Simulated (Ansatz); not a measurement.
# Mg12F: the cost of one run

Method: DFT PBEsol, plane waves, PAW, scalar-relativistic, no spin polarisation, in Ansatz 0.2.0.

### 1 The structure to begin with

The cell holds 13 atoms (FMg12): a = 6.420 Å, b = 6.420 Å, c = 18.213 Å, α = 90.00°, β = 90.00°, γ = 60.00°.

Coordinates:

```
Mg F
1.0
     6.42000    0.00000    0.00000
     3.21000    5.55988    0.00000
     0.00000    0.00000   18.21304
Mg F
12 1
Direct
  0.00000 0.00000 0.05491
  0.50000 0.00000 0.05491
  0.00000 0.50000 0.05491
  0.50000 0.50000 0.05491
  0.83333 0.33333 0.19802
  0.33333 0.33333 0.19802
  0.83333 0.83333 0.19802
  0.33333 0.83333 0.19802
  0.00000 0.00000 0.34113
  0.50000 0.00000 0.34113
  0.00000 0.50000 0.34113
  0.50000 0.50000 0.34113
  0.84164 0.83086 0.39000
```

### 2 Relaxing end A

File input.yaml:

```yaml
crystal:
  lattice:
    - [6.42, 0.0, 0.0]
    - [3.21, 5.559883, 0.0]
    - [0.0, 0.0, 18.21304]
  atoms:
    - { symbol: Mg, position: [0.0, 0.0, 0.0549057] }
    - { symbol: Mg, position: [0.5, 0.0, 0.0549057] }
    - { symbol: Mg, position: [0.0, 0.5, 0.0549057] }
    - { symbol: Mg, position: [0.5, 0.5, 0.0549057] }
    - { symbol: Mg, position: [-0.1666667, 0.3333333, 0.1980186] }
    - { symbol: Mg, position: [0.3333333, 0.3333333, 0.1980186] }
    - { symbol: Mg, position: [-0.1666667, 0.8333333, 0.1980186] }
    - { symbol: Mg, position: [0.3333333, 0.8333333, 0.1980186] }
    - { symbol: Mg, position: [0.0, 0.0, 0.3411314] }
    - { symbol: Mg, position: [0.5, 0.0, 0.3411314] }
    - { symbol: Mg, position: [0.0, 0.5, 0.3411314] }
    - { symbol: Mg, position: [0.5, 0.5, 0.3411314] }
    - { symbol: F, position: [0.8416417, 0.8308567, 0.3899975] }
basis:
  ecutwfc: 420.0
kpoints:
  mp_grid: { grid: [4, 4, 1] }
hamiltonian:
  xc: pbesol
scf:
  occupations: { method: gaussian, width: 0.1 }
  lower_state_search: "off"
relax:
  f_tol: 0.03
  max_steps: 60
  adjacent_minimum: "off"
  constraints: [{ sites: [0, 1, 2, 3] }]
```

Command:

```console
ansatz run input.yaml --threads 4 --pin off --max-ram 10240MiB --backend cpu --events-out ev --progress --plain --runs-dir out
```

**Question.** How long does this run take on 4 threads of Intel Xeon Platinum 8488C (Sapphire Rapids), shared host, and how much memory does it need?

About 32 s, with a peak of 1.4 GiB.
